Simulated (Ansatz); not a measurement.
**BGeH (singlet): wave-function methods side by side at distance B2–H3 = 1.431 Å, cc-pVTZ**

One table from this session's results is given with a row withheld; the runs are named, their logs left out.

Program: Ansatz 0.2.0, Gaussian basis. Level of theory: cc-pVTZ, core rule «outside noble gas», up to 15 orbitals frozen. These are calculated values, not measurements.

To be run: UHF; CCSD(T) on RHF; CCSD(T) on UHF; BCCD(T) on RHF; CISD; CCSDT(Q) on RHF; CASSCF and NEVPT2, 8 electrons in 9 orbitals.

28 further runs of the same task are left out: 2 for a mislabelled method, 1 for a known fault of the program, 22 that didn't finish, 3 set aside as unsound or not needed.

## The system

The geometry derives from a PBE0/def2-TZVP stationary point (not a proven minimum). One bond is set to the value named and the two fragments are kept rigid. No spin-orbit coupling is included. The filled d shell of Ge may be among the frozen orbitals whatever the setting's name suggests; the logs give the count.

3 atoms, charge 0, spin multiplicity 1.

Atoms are counted from 1 here; the program's logs count them from 0.

Bond lengths: Ge1–B2 1.963 Å, B2–H3 1.431 Å. Angles: Ge1–B2–H3 180.0°.

Coordinates:

```xyz
3

Ge    0.0000    0.0000    1.7855
B     0.0000    0.0000   -0.1773
H     0.0000    0.0000   -1.6083
```

The first run:

The input, in.yaml:

```yaml
crystal:
  periodic: [false, false, false]
  atoms:
    - {symbol: Ge, position_ang: [0.000000, 0.000000, 1.785540]}
    - {symbol: B, position_ang: [0.000000, 0.000000, -0.177270]}
    - {symbol: H, position_ang: [0.000000, 0.000000, -1.608270]}
basis:
  gaussian: {orbitals: cc-pVTZ}
magnetization: {spin_polarized: true, initial_magnetization: 0}
hamiltonian: {xc: hf}
output: {orbitals: {seedname: orbitals}}
```

The run is started by

```bash
ansatz run in.yaml --threads 1 --pin off --events-out ev --progress --plain --max-ram 2393MiB
```

Among the steps run: UHF; CCSD(T) on RHF; CCSD(T) on UHF; BCCD(T) on RHF; CISD; CCSDT(Q) on RHF; CASSCF and NEVPT2, 8 electrons in 9 orbitals.

One of the session's tables, all rows but one given; the rest of the session is left out.

```
        method  from RCCSDT(Q) (kcal/mol)
           RHF                    +137.35
           UHF                    +116.54
          RMP2                     +31.00
          UMP2                     +19.28
          CISD                     +20.89
         RCCSD                     +10.58
         UCCSD                      +0.34
      RCCSD(T)                      +3.94
      UCCSD(T)                      -5.99
       BCCD(T)                      +3.94
        RCCSDT                      +1.78
     RCCSDT(Q)                          0
CASSCF valence                          ?
NEVPT2 valence                     +21.59
```

**Question.** Estimate the row for CASSCF valence.

As computed: from RCCSDT(Q) (kcal/mol): +75.29. In the column «from RCCSDT(Q) (kcal/mol)» it lies between RMP2 (+31.00) and UHF (+116.54).

The program flags UCCSD(T), RCCSDT(Q) as in doubt (see the logs), so the zero of the table is itself unsure.

Caveats from the session: The determinant is far from a pure spin state, so its energy mixes those of several spin states (harmless only where they are near-degenerate, as at dissociation). The report flags that the cluster equations may have other roots. The program flags UCCSD(T), RCCSDT(Q) as in doubt, so the zero of the table is itself unsure. Warnings: restricted reference is unstable; spin contamination. Restricted and unrestricted rows rest on different reference determinants; where their highest levels disagree by more than a few hundredths of an eV, they describe different states and don't form one ladder.
